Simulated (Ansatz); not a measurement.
# CH8O2Si2: a ladder of functionals and wavefunction methods

The task here is to estimate one member of a computed series from the others.

Program: Ansatz 0.2.0, Gaussian basis. Level of theory: functionals in def2-TZVPP, the program's frozen cores in correlated methods. These are calculated values, not measurements.

The runs, in order: LDA (SPW92), PBE-D4, revPBE-D4, BLYP-D4, r2SCAN-D4, B97M-V, PBE0-D4, B3LYP-D4, r2SCANh-D4, r2SCAN0-D4, HSE06-D4, BHLYP-D4, CAM-B3LYP-D4, LC-ωPBE, ωB97X-V, ωB97M-V, B2PLYP, PBE-QIDH; CCSD(T)/def2-SVP; CCSD(T)/def2-TZVPP; MP2/def2-QZVPP; extrapolation to the limit; RPA on PBE.

## Structure used throughout

The geometry comes from an earlier relaxation with PBE0-D4 in a triple-zeta def2 set; it is a stationary point, not always the lowest conformer.

13 atoms, charge 0, spin multiplicity 1.

Atoms are counted from 1 here; the program's logs count them from 0.

Bond lengths: C1–O2 1.412 Å, C1–H6 1.091 Å, C1–H7 1.096 Å, C1–H8 1.094 Å, O2–Si3 1.640 Å, Si3–O4 1.649 Å, Si3–Si5 2.343 Å, Si3–H9 1.487 Å, O4–H10 0.958 Å, Si5–H11 1.490 Å, Si5–H12 1.487 Å, Si5–H13 1.489 Å. Angles: O2–C1–H6 108.3°, O2–C1–H7 111.4°, O2–C1–H8 111.1°, H6–C1–H7 108.6°, H6–C1–H8 108.8°, H7–C1–H8 108.5°, C1–O2–Si3 123.7°, O2–Si3–O4 113.1°, O2–Si3–Si5 104.5°, O2–Si3–H9 109.6°, O4–Si3–Si5 112.2°, O4–Si3–H9 103.1°, Si5–Si3–H9 114.6°, Si3–O4–H10 117.5°, Si3–Si5–H11 109.8°, Si3–Si5–H12 111.2°, Si3–Si5–H13 110.3°, H11–Si5–H12 108.7° and more.

The first run:

in.yaml reads:

```yaml
crystal:
  periodic: [false, false, false]
  atoms:
    - {symbol: C, position_ang: [-1.358831, 1.560229, -1.057982]}
    - {symbol: O, position_ang: [-0.921987, 0.548480, -0.176006]}
    - {symbol: Si, position_ang: [0.631454, 0.030209, -0.082977]}
    - {symbol: O, position_ang: [1.146259, -0.720759, -1.457559]}
    - {symbol: Si, position_ang: [0.662866, -1.399846, 1.772419]}
    - {symbol: H, position_ang: [-2.358782, 1.872921, -0.753172]}
    - {symbol: H, position_ang: [-0.695317, 2.432126, -1.027335]}
    - {symbol: H, position_ang: [-1.403414, 1.192801, -2.087859]}
    - {symbol: H, position_ang: [1.541905, 1.201630, 0.021487]}
    - {symbol: H, position_ang: [0.760457, -1.572553, -1.667868]}
    - {symbol: H, position_ang: [-0.158214, -2.611184, 1.491369]}
    - {symbol: H, position_ang: [0.119405, -0.725363, 2.981112]}
    - {symbol: H, position_ang: [2.054600, -1.843490, 2.059272]}
basis:
  gaussian: {orbitals: def2-TZVPP}
hamiltonian: {xc: lda}
output: {orbitals: {seedname: orbitals}}
```

Among the steps run: LDA; PBE-D4 (GGA); revPBE-D4 (GGA); BLYP-D4 (GGA); r2SCAN-D4 (meta-GGA); B97M-V (meta-GGA); PBE0-D4 (hybrid); B3LYP-D4 (hybrid); r2SCANh-D4 (hybrid); r2SCAN0-D4 (hybrid); HSE06-D4 (hybrid); BHLYP-D4 (hybrid); CAM-B3LYP-D4 (range-separated); LC-ωPBE-D4 (range-separated; the results give it without D4); ωB97X-V (range-separated); ωB97M-V (range-separated); B2PLYP (double hybrid); PBE-QIDH (double hybrid).

One table of the session follows, with a row left open; its other results are not shown here.

It belongs to the step «Frontier levels by functional». 

| functional | HOMO (eV) | gap (eV) |
| --- | --- | --- |
| LDA (SPW92) | -6.74 | 5.61 |
| PBE-D4 | -6.66 | 5.73 |
| revPBE-D4 | -6.62 | 5.79 |
| BLYP-D4 | -6.55 | 5.74 |
| r2SCAN-D4 | -6.94 | 6.34 |
| B97M-V | -7.07 | 6.19 |
| PBE0-D4 | -7.89 | 7.80 |
| B3LYP-D4 | -7.70 | 7.39 |
| r2SCANh-D4 | -7.39 | 7.08 |
| r2SCAN0-D4 | -8.06 | 8.18 |
| HSE06-D4 | -7.49 | 7.03 |
| BHLYP-D4 | -9.03 | 9.79 |
| CAM-B3LYP-D4 | ? | ? |
| LC-ωPBE | -10.50 | 12.57 |
| ωB97X-V | -10.19 | 12.10 |
| ωB97M-V | -9.96 | 11.55 |

Estimate the missing values for CAM-B3LYP-D4.

**Answer.** HOMO (eV): -9.21; gap (eV): 10.10. In the column «HOMO (eV)» it lies between ωB97M-V (-9.96) and BHLYP-D4 (-9.03).
